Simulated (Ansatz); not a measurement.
# Zn11CrS12 (Wurtzite-4H): the cost of one run

Computed with Ansatz 0.2.0 (DFT, PBE, plane-wave PAW, default files, scalar-relativistic, as far as a step names no other, unless a step's input says otherwise).

### Step 1. The structure to begin with

It takes space group P1 (No. 1, triclinic). Conventional cell: a = 6.621 Å, b = 6.621 Å, c = 12.520 Å, α = 90.00°, β = 90.00°, γ = 120.00°. Cr (site symmetry 1) is surrounded by 4 S at 2.28 to 2.43 Å. Zn (site symmetry 1) has 4 S at 2.34 to 2.35 Å in its first shell of neighbours. Only part of the 24 independent sites is listed.

As a file:

```cif
data_structure
_symmetry_space_group_name_H-M 'P 1'
_symmetry_Int_Tables_number 1
_cell_length_a 6.6211
_cell_length_b 6.6211
_cell_length_c 12.5200
_cell_angle_alpha 90.000
_cell_angle_beta 90.000
_cell_angle_gamma 120.000
_cell_volume 475.33
loop_
_atom_site_label
_atom_site_type_symbol
_atom_site_fract_x
_atom_site_fract_y
_atom_site_fract_z
_atom_site_occupancy
Cr1 Cr 0.01651 0.00442 0.00553 1
Zn1 Zn 0.33333 0.66667 0.00000 1
Zn2 Zn 0.66667 0.33333 0.00000 1
Zn3 Zn 0.00000 0.00000 0.50000 1
Zn4 Zn 0.33333 0.66667 0.50000 1
Zn5 Zn 0.66667 0.33333 0.50000 1
Zn6 Zn 0.33333 0.33333 0.25000 1
Zn7 Zn 0.66667 0.00000 0.25000 1
Zn8 Zn 0.00000 0.66667 0.25000 1
Zn9 Zn 0.33333 0.00000 0.75000 1
Zn10 Zn 0.66667 0.66667 0.75000 1
Zn11 Zn 0.00000 0.33333 0.75000 1
S1 S 0.00000 0.00000 0.18750 1
S2 S 0.33333 0.66667 0.18750 1
S3 S 0.66667 0.33333 0.18750 1
S4 S 0.00000 0.00000 0.68750 1
S5 S 0.33333 0.66667 0.68750 1
S6 S 0.66667 0.33333 0.68750 1
S7 S 0.33333 0.33333 0.43750 1
S8 S 0.66667 0.00000 0.43750 1
S9 S 0.00000 0.66667 0.43750 1
S10 S 0.33333 0.00000 0.93750 1
S11 S 0.66667 0.66667 0.93750 1
S12 S 0.00000 0.33333 0.93750 1
```

Atom 1 of the input is the impurity.

### Step 2. Relaxing the atoms in the given cell

Contents of input.yaml:

```yaml
crystal:
  lattice:
    - [5.73405, 3.310555311, 0.0]
    - [-5.73405, 3.310555311, 0.0]
    - [0.0, 0.0, 12.52]
  atoms:
    - { symbol: Cr, position: [0.0165050908, 0.0044225258, 0.0055337086], spin: 3.0 }
    - { symbol: Zn, position: [0.3333333333, 0.6666666667, 0.0] }
    - { symbol: Zn, position: [0.6666666667, 0.3333333333, 0.0] }
    - { symbol: Zn, position: [0.0, 0.0, 0.5] }
    - { symbol: Zn, position: [0.3333333333, 0.6666666667, 0.5] }
    - { symbol: Zn, position: [0.6666666667, 0.3333333333, 0.5] }
    - { symbol: Zn, position: [0.3333333333, 0.3333333334, 0.25] }
    - { symbol: Zn, position: [0.6666666667, 0.0, 0.25] }
    - { symbol: Zn, position: [0.0, 0.6666666667, 0.25] }
    - { symbol: Zn, position: [0.3333333333, 1.0, 0.75] }
    - { symbol: Zn, position: [0.6666666667, 0.6666666666, 0.75] }
    - { symbol: Zn, position: [0.0, 0.3333333333, 0.75] }
    - { symbol: S, position: [0.0, 0.0, 0.1875] }
    - { symbol: S, position: [0.3333333333, 0.6666666667, 0.1875] }
    - { symbol: S, position: [0.6666666667, 0.3333333333, 0.1875] }
    - { symbol: S, position: [0.0, 0.0, 0.6875] }
    - { symbol: S, position: [0.3333333333, 0.6666666667, 0.6875] }
    - { symbol: S, position: [0.6666666667, 0.3333333333, 0.6875] }
    - { symbol: S, position: [0.3333333333, 0.3333333334, 0.4375] }
    - { symbol: S, position: [0.6666666667, 0.0, 0.4375] }
    - { symbol: S, position: [0.0, 0.6666666667, 0.4375] }
    - { symbol: S, position: [0.3333333333, 1.0, 0.9375] }
    - { symbol: S, position: [0.6666666667, 0.6666666666, 0.9375] }
    - { symbol: S, position: [0.0, 0.3333333333, 0.9375] }
magnetization:
  spin_polarized: true
total_charge: 1
kpoints:
  mp_grid: { grid: [3, 3, 2] }
scf:
  occupations: { method: fermi_dirac, width: 0.01 }
hamiltonian:
  xc: pbe
  pseudopotentials: { kind: paw }
output:
  forces: true
  stress: true
  populations: true
  efg:
    quadrupole_moments_barn: { Cr: -0.15, Zn: 0.122, S: -0.0694 }
    contact_densities: true
  write_density: true
  write_potential: true
  elf: true
  volumetric_format: npy
relax:
  f_tol: 0.03
  max_steps: 40
```

The run is started by

```sh
$ ansatz run input.yaml --threads 4 --pin off --max-ram 8192MiB --backend cpu --events-out ev --progress --plain --runs-dir out
```

Q: Estimate wall time and peak memory on 4 threads of Arm Neoverse V1, shared host.

About 7.7 min, with a peak of 2.3 GiB.
